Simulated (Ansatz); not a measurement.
# Cd (hcp type): how the settings move a single-point run

Aim: see which settings change the result for Cd (hcp type), by how much, and at what cost.

Computed with Ansatz 0.2.0 (reference: DFT, PBEsol, all-electron LAPW, scalar-relativistic, unless a step's input says otherwise).

## Step 1: The structure to begin with

Symmetry: P6_3/mmc, No. 194, hexagonal system. The conventional cell has a = 2.283 Å, b = 2.283 Å, c = 3.680 Å, α = 90.00°, β = 90.00°, γ = 120.00°. Cd (site symmetry -6m2) has 12 Cd at 2.26 to 2.28 Å in its first shell of neighbours.

Coordinates:

```
CELL_PARAMETERS angstrom
2.28329 0.00000 0.00000
-1.14165 1.97739 0.00000
0.00000 0.00000 3.67989
ATOMIC_POSITIONS crystal
Cd 0.33333 0.66667 0.25000
Cd 0.66667 0.33333 0.75000
```

## Step 2: The reference run

The input, input.yaml:

```yaml
crystal:
  lattice:
    - [2.2832942488, 0.0, 0.0]
    - [-1.1416471244, 1.9773908238, 0.0]
    - [0.0, 0.0, 3.6798888892]
  atoms:
    - { symbol: Cd, position: [0.3333333333, 0.6666666667, 0.25] }
    - { symbol: Cd, position: [0.6666666667, 0.3333333333, 0.75] }
kpoints:
  mp_grid: { grid: [14, 14, 8] }
  band_path:
    path:
      - [0.0, 0.0, 0.0]
      - [0.5, 0.0, 0.0]
      - [0.3333333333, 0.3333333333, 0.0]
      - [0.0, 0.0, 0.0]
      - [0.0, 0.0, 0.5]
      - [0.5, 0.0, 0.5]
      - [0.3333333333, 0.3333333333, 0.5]
      - [0.0, 0.0, 0.5]
      - [0.5, 0.0, 0.5]
    npoints: 8
scf:
  occupations: { method: fermi_dirac, width: 0.05 }
hamiltonian:
  xc: pbesol
  pseudopotentials: { kind: all_electron, lapw: { basis_error: 0.001 } }
output:
  forces: true
  stress: true
  eigenvalues: true
  populations: true
  dos: { projected: true, de: 0.2, e_range: [-14, 8] }
```

The run is started by

```sh
$ ansatz run input.yaml --threads 1 --pin off --max-ram 2048MiB --backend cpu --events-out ev --progress --plain --runs-dir out
```

## Step 3: Variant: xc pbe

Changes to input.yaml since step 2:

```diff
@@ -25,3 +25,3 @@
 hamiltonian:
-  xc: pbesol
+  xc: pbe
   pseudopotentials: { kind: all_electron, lapw: { basis_error: 0.001 } }
@@ -32,2 +32 @@
   populations: true
-  dos: { projected: true, de: 0.2, e_range: [-14, 8] }
```

**Question.** What will these runs give? Wanted: for each run, ending; energy change; pressure; gap; force.

The runs gave:

| run | ending | energy change | pressure (GPa) | gap (eV) | force (eV/Å) | cycles | time |
| --- | --- | --- | --- | --- | --- | --- | --- |
| reference | converged | - | 684.4 | 0.00 | 0.00 | 6 | 62 s |
| 1: xc pbe | converged | not comparable | 709.8 | 0.00 | 0.00 | 6 | 60 s |

Times don't compare one to one where runs were asked for different outputs or read a saved state (see the inputs); cycles may leave out searches for a lower state.

Residual by cycle in the longest SCF loop of each run; runs are numbered as in the table. The quantity is the density residual dr2, in eV.

| cycle | reference | run 1 |
| --- | --- | --- |
| 1 | 0.109 | 0.107 |
| 2 | 0.0114 | 0.0123 |
| 3 | 0.00191 | 0.00193 |
| 4 | 7.3e-6 | 8.4e-6 |
| 5 | 9.1e-8 | 1.3e-7 |
| 6 | 3.3e-10 | 5.7e-10 |

What this shows: A change of functional puts the total energy on another scale; the pressure goes from 684.4 to 709.8 GPa. At this fixed cell a higher pressure means that this functional prefers a larger volume than the reference. The structure is not at rest: the sound run finds 684 GPa, so these are no properties of the relaxed crystal. 
